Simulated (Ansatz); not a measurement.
# AsPb: a trial structure relaxed

Aim: relax a trial structure of AsPb and see where it ends.

Program: Ansatz 0.2.0. Level of theory: DFT PBE, scalar-relativistic, plane waves, PAW. These are calculated values, not measurements.

1 further run of the same task is left out (for a known fault of the program).

## Step 1: The starting structure

It takes space group P4/mmm (No. 123, tetragonal). The conventional cell has a = 3.593 Å, b = 3.593 Å, c = 4.193 Å, α = 90.00°, β = 90.00°, γ = 90.00°. Around As (site symmetry 4/mmm) lie 8 Pb at 3.29 Å. Around Pb (site symmetry 4/mmm) lie 8 As at 3.29 Å and 4 Pb at 3.59 Å.

Structure file:

```cif
data_structure
_symmetry_space_group_name_H-M 'P 1'
_symmetry_Int_Tables_number 1
_cell_length_a 3.5932
_cell_length_b 3.5932
_cell_length_c 4.1930
_cell_angle_alpha 90.000
_cell_angle_beta 90.000
_cell_angle_gamma 90.000
_cell_volume 54.14
loop_
_atom_site_label
_atom_site_type_symbol
_atom_site_fract_x
_atom_site_fract_y
_atom_site_fract_z
_atom_site_occupancy
As1 As 0.50000 0.50000 0.50000 1
Pb1 Pb 0.00000 0.00000 0.00000 1
```

Recipe of the guess: species swapped into a database cell of ZnNi (P4/mmm, No. 123), with As on the Zn sites and Pb on the Ni sites. The dimensions are guesses.

## Step 2: The guess as it stands, on a coarse mesh

input.yaml reads:

```yaml
crystal:
  lattice:
    - [3.59315351, 0.0, 0.0]
    - [0.0, 3.59315351, 0.0]
    - [0.0, 0.0, 4.19304168]
  atoms:
    - { symbol: As, position: [0.5, 0.5, 0.5] }
    - { symbol: Pb, position: [0.0, 0.0, 0.0] }
basis:
  ecutwfc: 420
kpoints:
  mp_grid: { grid: [6, 6, 4] }
hamiltonian:
  xc: pbe
scf:
  occupations: { method: gaussian, width: 0.1 }
  lower_state_search: "off"
output:
  forces: true
  stress: true
  eigenvalues: true
```

On the command line:

```console
$ ansatz run input.yaml --threads 1 --pin off --max-ram 2048MiB --backend cpu --events-out ev --progress --plain --runs-dir out
```

The session goes on with these runs: relaxation on the finer mesh.

What does the calculation give? Wanted: conventional cell; volume; energy over the elements; gap on the mesh.

As calculated:

```
                              quantity                                                                      value
symmetry at the end (tolerance 0.05 Å)                                                space group Pm-3m (No. 221)
                     conventional cell  a = 3.714 Å, b = 3.714 Å, c = 3.714 Å, α = 90.00°, β = 90.00°, γ = 90.00°
                                volume                                                              25.61 Å³/atom
              energy over the elements                                                              +0.20 eV/atom
                       gap on the mesh                                                               none (metal)
```

**Reading.** The symmetry goes from space group P4/mmm (No. 123) to space group Pm-3m (No. 221) (read at 0.05 Å; 0.001 Å gives P4/mmm (No. 123)), and the volume per atom shrinks by 5.4 % from the first guess. The formation energy is positive, so the separate elements lie lower. No finished test with a distortion of lower symmetry is shown, so the end may be a saddle point. Spin-orbit coupling is left out for Pb.
